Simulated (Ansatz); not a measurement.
# Ta: the cost of one run

Method: DFT PBEsol, scalar-relativistic, plane waves, PAW, in Ansatz 0.2.0.

## (1) The starting structure

The structure is hexagonal, space group P6_3/mmc (No. 194). The conventional cell has a = 2.900 Å, b = 2.900 Å, c = 5.166 Å, α = 90.00°, β = 90.00°, γ = 120.00°. Around Ta (site symmetry -6m2) lie 12 Ta at 2.90 to 3.08 Å.

As a file:

```
CELL_PARAMETERS angstrom
2.90037 0.00000 0.00000
-1.45019 2.51180 0.00000
0.00000 0.00000 5.16627
ATOMIC_POSITIONS crystal
Ta 0.66667 0.33333 0.75000
Ta 0.33333 0.66667 0.25000
```

It goes back to an entry of the Materials Project, which need not be the stable form.

No relaxation comes first: the listed cell is the starting point.

## (2) Zero of energy

The reference gives a free energy of -19612.3867 eV, pressure -7.10 GPa, largest force 0.000 eV/Å and gap on the mesh none (metal). It was computed beforehand with the settings of the runs below.

## (3) Next: one atom moved over a plane

Atom 1 (Ta) is moved by p along (1.000, 0.000, 0.000) and q along (0.000, 0.000, 1.000) (Å), all else fixed; its images in the other cells move with it. Points alike by symmetry are run once.

## (4) p = -0.450, q = -0.450

File input.yaml:

```yaml
crystal:
  lattice:
    - [2.9003720726, 0.0, 0.0]
    - [-1.4501860363, 2.5117958953, 0.0]
    - [0.0, 0.0, 5.166274]
  atoms:
    - { symbol: Ta, position: [0.5115141591, 0.3333333333, 0.6628966059] }
    - { symbol: Ta, position: [0.3333333333, 0.6666666667, 0.25] }
basis:
  ecutwfc: 420
kpoints:
  mp_grid: { grid: [18, 18, 10] }
hamiltonian:
  xc: pbesol
scf:
  occupations: { method: gaussian, width: 0.15 }
output:
  forces: true
  stress: true
  eigenvalues: true
```

On the command line:

```bash
ansatz run input.yaml --threads 1 --pin off --max-ram 2560MiB --backend cpu --events-out ev --progress --plain --runs-dir out
```

What time and memory should one allow on 1 thread of Intel Xeon at 2.70GHz, shared host?

About 35 s, with a peak of 1 GiB.
